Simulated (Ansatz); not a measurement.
HPbNO4 in Ansatz: the effect of functional

Crystal: HPbNO4.

```
H Pb N O
1.0
     4.12040   -0.00081   -0.01120
     0.00404    6.42722    0.05360
     0.02791    3.20707    7.74994
H Pb N O
2 2 2 8
Cartesian
  3.7380 2.9684 3.7875
  1.6795 6.6644 4.0009
  1.6467 4.2515 5.4933
  3.6983 5.3813 2.2951
  2.6193 1.9491 1.6102
  0.5769 7.6848 6.1852
  3.7590 3.8553 4.2210
  2.2235 3.1363 1.5259
  2.2071 1.0645 0.8217
  3.4590 1.6183 2.5274
  1.6973 5.7776 3.5672
  0.1804 6.4980 6.2725
  0.1698 8.5703 6.9754
  1.4117 8.0143 5.2631
```

The cell was built by a generator and needn't be a form met in nature.

Alike in all runs:

```yaml
Program: Ansatz 0.2.0
Task: band structure
Potentials_or_basis: Ansatz PAW
k_mesh: 7 × 5 × 4
Occupations: fermi-dirac, width 0.05 eV
Spin: no spin polarisation
```

**Question.** One run gave: gap on the mesh 3.21 eV; pressure -6.0 GPa; largest force 1.03 eV/Å. Which functional did it use?
A. r2SCAN
B. PBEsol
C. LDA

**Answer.** C.

```csv
functional,cutoff,gap on the mesh (eV),pressure (GPa),largest force (eV/Å)
r2SCAN,500 eV,3.68,-3.3,0.66
PBEsol,420 eV,3.29,-2.8,0.44
LDA,420 eV,3.21,-6.0,1.03
```

Caveats: spin-orbit coupling is left out, which as a rule narrows the gap of such compounds by several tenths of an eV; the PAW data sets come from PBE, with cores solved anew for the run's functional, which leaves a small shift of forces and pressure; forces of over 1 eV/Å show positions far from the minimum, so gaps and moduli don't describe the material at rest (some runs).

A k mesh can miss the band edges.

Not every run made on this cell is shown here.
